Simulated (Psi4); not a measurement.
# SiCl2F (SMILES F[Si](Cl)Cl): UTPSSh/6-311+G(d,p)

Aim: the energy change on altering one bond length of SiCl2F at UTPSSh/6-311+G**, from 2 runs. The job is set up through a Python script.

Program for the calculation: Psi4 1.11.

1 further run of the same task is left out (set aside as unsound or not needed).

### Step 1. The system as given

SiCl2F: 4 atoms, total charge 0, spin state doublet. SMILES: `F[Si](Cl)Cl`. Geometry: relaxed at GFN2-xTB.

Bond lengths: F1–Si2 1.619 Å, Si2–Cl3 2.009 Å, Si2–Cl4 2.009 Å. Angles: F1–Si2–Cl3 104.6°, F1–Si2–Cl4 104.6°, Cl3–Si2–Cl4 115.3°.

### Step 2. The energy at UTPSSh/6-311+G(d,p)

cl2fsi.xyz reads:

```xyz
4
Cl2FSi
F      1.188320    -0.376450     0.907180
Si     0.062910    -0.422220    -0.255610
Cl    -1.686390    -0.399210     0.731740
Cl     0.435160     1.197870    -1.383320
```

cl2fsi.py reads:

```python
import psi4

psi4.set_memory(1600000000)
psi4.set_num_threads(1)
psi4.core.set_output_file('output.dat', False)

with open('cl2fsi.xyz') as f:
    atoms = ''.join(f.readlines()[2:])
m = psi4.geometry('0 2\n' + atoms + 'symmetry c1\nno_reorient\nno_com')

psi4.set_options({
    'basis': '6-311+G**',
    'reference': 'uks',
    'puream': True,
    'e_convergence': 1e-09,
    'd_convergence': 1e-08,
    'scf_type': 'pk',
    'dft_radial_points': 99,
    'dft_spherical_points': 590,
    'maxiter': 200,
})

e, wfn = psi4.energy('TPSSH', return_wfn=True)
print(f'TPSSH energy: {e:.10f} Eh')
```

Run with:

```
$ python cl2fsi.py
```

output.dat:

```text
[...]
  Running in c1 symmetry.
[...]
  Nuclear repulsion =  267.856066824226446
[...]
  Multiplicity = 2
[...]
  Nalpha       = 29
  Nbeta        = 28
[...]
    Number of basis functions: 112
[...]
   @UKS iter   1: -1309.84103039761044   -4.24358e-02   5.12876e-03 ADIIS/DIIS
[...]
   @UKS iter  12: -1309.93832759352404   -2.72848e-12   2.18548e-09 DIIS
[...]
   @S^2 Observed:                7.518265880E-01
[...]
    Orbital Energies [Eh]
    ---------------------
    Alpha Occupied:
       1A   -101.425276     2A   -101.425267     3A    -66.096958
       4A    -24.616596     5A     -9.415784     6A     -9.415775
       7A     -7.164537     8A     -7.164531     9A     -7.157332
      10A     -7.157327    11A     -7.156759    12A     -7.156753
      13A     -5.329192    14A     -3.677907    15A     -3.677196
      16A     -3.676747    17A     -1.191798    18A     -0.860391
      19A     -0.838782    20A     -0.554916    21A     -0.470024
      22A     -0.461809    23A     -0.448488    24A     -0.408692
      25A     -0.377082    26A     -0.361131    27A     -0.348000
      28A     -0.339220    29A     -0.253857
    Alpha Virtual:
[...]
  @UKS Final Energy: -1309.93832759352404
   => Energetics <=
    Nuclear Repulsion Energy =            267.8560668242264455
    One-Electron Energy =               -2344.6025725779377353
    Two-Electron Energy =                 846.2748012104621012
    DFT Exchange-Correlation Energy =     -79.4666230502750039
    Empirical Dispersion Energy =           0.0000000000000000
    VV10 Nonlocal Energy =                  0.0000000000000000
    Total Energy =                      -1309.9383275935240363
[...]
 Multipole Moments:
 ------------------------------------------------------------------------------------
     Multipole            Electronic (a.u.)      Nuclear  (a.u.)        Total (a.u.)
 ------------------------------------------------------------------------------------
 L = 1.  Multiply by 2.5417464519 to convert [e a0] to [Debye]
 Dipole X            :         18.1190977          -18.3214428           -0.2023451
 Dipole Y            :         -8.3271479            8.0844184           -0.2427294
 Dipole Z            :         11.8797498          -12.2657965           -0.3860467
 Magnitude           :                                                    0.4988920
[...]
```

On the terminal:

```text
TPSSH energy: -1309.9383275935 Eh
```

Wall time 51 s (1 thread of Intel Xeon Platinum 8259CL at 2.50GHz (Skylake/Cascade Lake), shared host); peak memory 0.63 GiB.

### Step 3. The distorted shape: energy and forces at UTPSSh/6-311+G(d,p)

run.py reads:

```python
import psi4

psi4.set_memory('1600 MB')
psi4.set_num_threads(1)
psi4.core.set_output_file('psi4.out', False)

geom = psi4.geometry("""
0 2
F
Si 1 1.618865
Cl 2 2.00884 1 104.59647
Cl 2 2.31 1 104.57288 3 121.65135
symmetry c1
""")

options = {'basis': '6-311+G**', 'reference': 'uks', 'puream': True, 'e_convergence': 1e-09, 'd_convergence': 1e-08, 'scf_type': 'pk', 'dft_radial_points': 99, 'dft_spherical_points': 590, 'maxiter': 200}
psi4.set_options(options)

e_tot, wfn = psi4.gradient('tpssh', return_wfn=True)
psi4.oeprop(wfn, 'QUADRUPOLE', 'MULLIKEN_CHARGES', 'WIBERG_LOWDIN_INDICES', title='TPSSH')
print('gradient / Eh bohr^-1')
print(e_tot.np.round(6))
print(f'energy = {wfn.energy():.10f} Eh')
```

Run with:

```
$ python run.py
```

psi4.out:

```text
[...]
  Running in c1 symmetry.
[...]
  Nuclear repulsion =  254.191514875885673
[...]
  Multiplicity = 2
[...]
  Nalpha       = 29
  Nbeta        = 28
[...]
    Number of basis functions: 112
[...]
   @UKS iter   1: -1309.82704346279979   -2.21181e-01   5.09607e-03 ADIIS/DIIS
[...]
   @UKS iter  13: -1309.92603953171420   -2.27374e-12   5.12981e-09 DIIS
[...]
   @S^2 Observed:                7.530965439E-01
[...]
  @UKS Final Energy: -1309.92603953171420
   => Energetics <=
    Nuclear Repulsion Energy =            254.1915148758856731
    One-Electron Energy =               -2317.2036546587569319
    Two-Electron Energy =                 832.4770231508205143
    DFT Exchange-Correlation Energy =     -79.3909228996634511
    Empirical Dispersion Energy =           0.0000000000000000
    VV10 Nonlocal Energy =                  0.0000000000000000
    Total Energy =                      -1309.9260395317141956
[...]
  -Total Gradient:
     Atom            X                  Y                   Z
    ------   -----------------  -----------------  -----------------
       1        0.001063828399    -0.003089264652    -0.002292479374
       2       -0.035021943025    -0.033312602116    -0.000054618155
       3       -0.002069574260     0.012088240656    -0.007262055746
       4        0.036025795581     0.024331497069     0.009535520294
[...]
 Multipole Moments:
 ------------------------------------------------------------------------------------
     Multipole            Electronic (a.u.)      Nuclear  (a.u.)        Total (a.u.)
 ------------------------------------------------------------------------------------
 L = 1.  Multiply by 2.5417464519 to convert [e a0] to [Debye]
 Dipole X            :         -0.5287639           -0.1754328           -0.7041967
 Dipole Y            :         -0.3087177            0.0710557           -0.2376620
 Dipole Z            :         -0.4228209            0.7028515            0.2800306
 Magnitude           :                                                    0.7942250
 L = 2.  Multiply by 1.3450342976 to convert [e a0^2] to [Debye ang]
 Quadrupole XX       :       -185.9583388          154.3033470          -31.6549918
 Quadrupole XY       :       -163.5233567          162.1049873           -1.4183694
[...]
  Mulliken Charges: (a.u.)
   Center  Symbol    Alpha    Beta     Spin     Total
       1     F     4.60008  4.60046 -0.00038 -0.20054
       2    SI     7.24076  6.41461  0.82615  0.34463
       3    CL     8.51715  8.46925  0.04790  0.01360
       4    CL     8.64201  8.51568  0.12632 -0.15769
   Total alpha = 29.00000, Total beta = 28.00000, Total charge =  0.00000
  Wiberg Bond Indices using Orthogonal Lowdin Orbitals:
  Total Bond Index:
  Irrep: 1 Size: 4 x 4
[...]
```

On the terminal:

```text
gradient / Eh bohr^-1
[[ 1.0640e-03 -3.0890e-03 -2.2920e-03]
 [-3.5022e-02 -3.3313e-02 -5.5000e-05]
 [-2.0700e-03  1.2088e-02 -7.2620e-03]
 [ 3.6026e-02  2.4331e-02  9.5360e-03]]
energy = -1309.9260395317 Eh
```

Run time: 64 s. Hardware: 1 thread of Intel Xeon Platinum 8259CL at 2.50GHz (Skylake/Cascade Lake), shared host; peak memory 0.64 GiB.

### Step 4. Summary of results

At UTPSSh/6-311+G**:

```
                                                           quantity           value
                                          first shape: total energy  -1309.93833 Eh
                                         first shape: dipole moment          1.27 D
                    first shape: HOMO energy (highest over α and β)        -6.91 eV
                     first shape: LUMO energy (lowest over α and β)        -4.14 eV
                                                  first shape: ⟨S²⟩           0.752
                                      distorted shape: total energy  -1309.92604 Eh
                                     distorted shape: dipole moment          2.02 D
                distorted shape: HOMO energy (highest over α and β)        -7.43 eV
                 distorted shape: LUMO energy (lowest over α and β)        -4.88 eV
                                              distorted shape: ⟨S²⟩           0.753
                          distorted shape: largest force on an atom      2.485 eV/Å
energy change with the Si2–Cl4 bond stretched from 2.009 to 2.310 Å        0.334 eV
```

In words: With the Si2–Cl4 bond stretched from 2.009 to 2.310 Å the energy rises by 0.33 eV (32.3 kJ/mol). The first shape isn't relaxed at this level, so the change isn't measured from a minimum.
